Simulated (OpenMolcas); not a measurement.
# triplet SnGeH6 at 3 levels

Wanted: a comparison of 3 runs (UBLYP/def2-SVP, UM06-L/def2-SVP, UPBE/def2-SVP) of triplet SnGeH6. 

The calculation is run with OpenMolcas 26.06.

## (1) Starting point

SnGeH6 has 8 atoms, charge 0, and is taken as a triplet. As SMILES of the parent species, `[GeH3][SnH3]`. The shape is that of a PBE0-D4/def2-TZVP optimisation. That shape belongs to the parent species and isn't relaxed for this state.

Bond lengths: Ge1–Sn2 2.595 Å, Ge1–H3 1.538 Å, Ge1–H4 1.538 Å, Ge1–H5 1.538 Å, Sn2–H6 1.707 Å, Sn2–H7 1.707 Å, Sn2–H8 1.707 Å. Some angles: Ge1–Sn2–H6 110.4°, Ge1–Sn2–H7 110.5°, Ge1–Sn2–H8 110.4°, Sn2–Ge1–H3 110.4°, Sn2–Ge1–H4 110.4°, Sn2–Ge1–H5 110.4°, H6–Sn2–H7 108.5°, H6–Sn2–H8 108.5°, H7–Sn2–H8 108.5°, H3–Ge1–H4 108.5°.

## (2) The energy at UBLYP/def2-SVP (core potential) (run 1)

File run.input:

```
&GATEWAY
 BasLib=$CurrDir
 Coord
 8
 bohr
 Ge    -1.42504247     0.54008373    -1.96777181
 Sn     1.42012918    -0.54858749     1.87517523
 H     -3.45971059     2.47043896    -1.20847986
 H     -2.74652795    -1.84928599    -2.96120084
 H      0.16535104     1.67524221    -4.11828014
 H     -0.35451262    -1.76273653     4.28060762
 H      3.64906115    -2.72914247     1.04653033
 H      2.92510707     2.09589524     2.94816173
 Basis=def2-SVP
 Group=NoSym

&SEWARD
 GridInput
 Grid=UltraFine
 End of Grid

&SCF
 UHF
 Spin=3
 KSDFT=BLYP
 Thresholds=1e-10 1e-07 1e-07 1e-05
 PrOrbitals=1 2
```

The basis set def2-SVP is read from a file made from the Basis Set Exchange's data (not shown).

Run with:

```sh
export MOLCAS_MEM=1860
pymolcas run.input > run.log
```

Output:

```text
--- Start Module: gateway ---
[...]
--- Stop Module: gateway /rc=_RC_ALL_IS_WELL_ ---
--- Start Module: seward ---
[...]
      Basis functions           88
--- Stop Module: seward /rc=_RC_ALL_IS_WELL_ ---
[...]
--- Start Module: scf ---
[...]
       Convergence after  21 Iterations
[...]
::    Total KS-DFT energy                           -2294.3793876427
[...]
      Total spin, S                                     1.0004217696
[...]
      Total electronic charge=   60.000000
      Total            charge=   -0.000000
[...]
      Dipole Moment (debye):
      Origin of the operator (angstrom)=    0.1724   -0.0687    0.2101
                   X= -5.1594E-01               Y=  1.9685E-01               Z= -6.9512E-01           Total=  8.8777E-01
      Quadrupole Moment (debye*angstrom):
[...]
--- Stop Module: scf /rc=_RC_ALL_IS_WELL_ ---
[...]
```

Run time: 33 s. Hardware: 1 thread of Intel Xeon 6975P-C (Granite Rapids), shared host; peak memory 0.48 GiB.

## (3) The energy at UM06-L/def2-SVP (core potential) (run 2)

File input.xyz:

```xyz
8

Ge    -0.754100     0.285800    -1.041300
Sn     0.751500    -0.290300     0.992300
H     -1.830800     1.307300    -0.639500
H     -1.453400    -0.978600    -1.567000
H      0.087500     0.886500    -2.179300
H     -0.187600    -0.932800     2.265200
H      1.931000    -1.444200     0.553800
H      1.547900     1.109100     1.560100
```

File mol.input:

```
&GATEWAY
  BASLIB=$CurrDir
  COORD=input.xyz
  BASIS=def2-SVP
  GROUP=NoSym

&SEWARD
  GRIDINPUT
  Grid=UltraFine
  End of Grid

&SCF
  UHF
  SPIN=3
  KSDFT=M06L
  THRESHOLDS=1e-10 1e-07 1e-07 1e-05
  PRORBITALS=1
```

The basis set def2-SVP is read from a file made from the Basis Set Exchange's data (not shown).

Run with:

```sh
export MOLCAS_MEM=1860
pymolcas mol.input > mol.log
```

Output:

```text
--- Start Module: gateway ---
[...]
--- Stop Module: gateway /rc=_RC_ALL_IS_WELL_ ---
--- Start Module: seward ---
[...]
      Basis functions           88
--- Stop Module: seward /rc=_RC_ALL_IS_WELL_ ---
[...]
--- Start Module: scf ---
[...]
       Convergence after  21 Iterations
[...]
::    Total KS-DFT energy                           -2294.4892585611
[...]
      Total spin, S                                     1.0011853599
[...]
      Total electronic charge=   60.000000
      Total            charge=   -0.000000
[...]
      Dipole Moment (debye):
      Origin of the operator (angstrom)=    0.1724   -0.0687    0.2101
                   X= -6.8665E-01               Y=  2.6216E-01               Z= -9.2572E-01           Total=  1.1820E+00
      Quadrupole Moment (debye*angstrom):
[...]
--- Stop Module: scf /rc=_RC_ALL_IS_WELL_ ---
[...]
```

Run time: 47 s. Hardware: 1 thread of Intel Xeon 6975P-C (Granite Rapids), shared host; peak memory 0.48 GiB.

## (4) A single-point energy at UPBE/def2-SVP (core potential) (run 3)

File geom.xyz:

```xyz
8

Ge    -0.754100     0.285800    -1.041300
Sn     0.751500    -0.290300     0.992300
H     -1.830800     1.307300    -0.639500
H     -1.453400    -0.978600    -1.567000
H      0.087500     0.886500    -2.179300
H     -0.187600    -0.932800     2.265200
H      1.931000    -1.444200     0.553800
H      1.547900     1.109100     1.560100
```

File test.input:

```
&gateway
 baslib=$CurrDir
 coord=geom.xyz
 basis=def2-SVP
 group=NoSym

&seward
 gridinput
 Grid=UltraFine
 End of Grid

&scf
 uhf
 spin=3
 ksdft=PBE
 thresholds=1e-10 1e-07 1e-07 1e-05
 prorbitals=1 2
```

The basis set def2-SVP is read from a file made from the Basis Set Exchange's data (not shown).

Run with:

```sh
export MOLCAS_MEM=1860
pymolcas test.input > test.log
```

Output:

```text
--- Start Module: gateway ---
[...]
--- Stop Module: gateway /rc=_RC_ALL_IS_WELL_ ---
--- Start Module: seward ---
[...]
      Basis functions           88
--- Stop Module: seward /rc=_RC_ALL_IS_WELL_ ---
[...]
--- Start Module: scf ---
[...]
       Convergence after  23 Iterations
[...]
::    Total KS-DFT energy                           -2294.0645572962
[...]
      Total spin, S                                     1.0006911451
[...]
      Total electronic charge=   60.000000
      Total            charge=   -0.000000
[...]
      Dipole Moment (debye):
      Origin of the operator (angstrom)=    0.1724   -0.0687    0.2101
                   X= -5.5490E-01               Y=  2.1168E-01               Z= -7.4741E-01           Total=  9.5464E-01
      Quadrupole Moment (debye*angstrom):
[...]
--- Stop Module: scf /rc=_RC_ALL_IS_WELL_ ---
[...]
```

Run time: 36 s. Hardware: 1 thread of Intel Xeon 6975P-C (Granite Rapids), shared host; peak memory 0.48 GiB.

## (5) All runs side by side

```csv
run,level,energy (Eh),dipole moment (D),HOMO energy (eV),⟨S²⟩,wall time
1,UBLYP/def2-SVP (core potential),-2294.379388,0.89,-1.38,2.001,33 s
2,UM06-L/def2-SVP (core potential),-2294.489259,1.18,-1.31,2.004,47 s
3,UPBE/def2-SVP (core potential),-2294.064557,0.95,-1.52,2.002,36 s
```

## (6) Results

| quantity | value |
| --- | --- |
| run 3: total energy | -2294.06456 Eh |
| run 3: dipole moment | 0.95 D |
| run 3: HOMO energy (highest over α and β) | -1.52 eV |
| run 3: ⟨S²⟩ | 2.002 |

The dipole moment (its size) runs from 0.89 D (UBLYP/def2-SVP) to 1.18 D (UM06-L/def2-SVP). Totals of different functionals can't be ranked against each other. All runs together took 1.9 min, the longest 47 s.
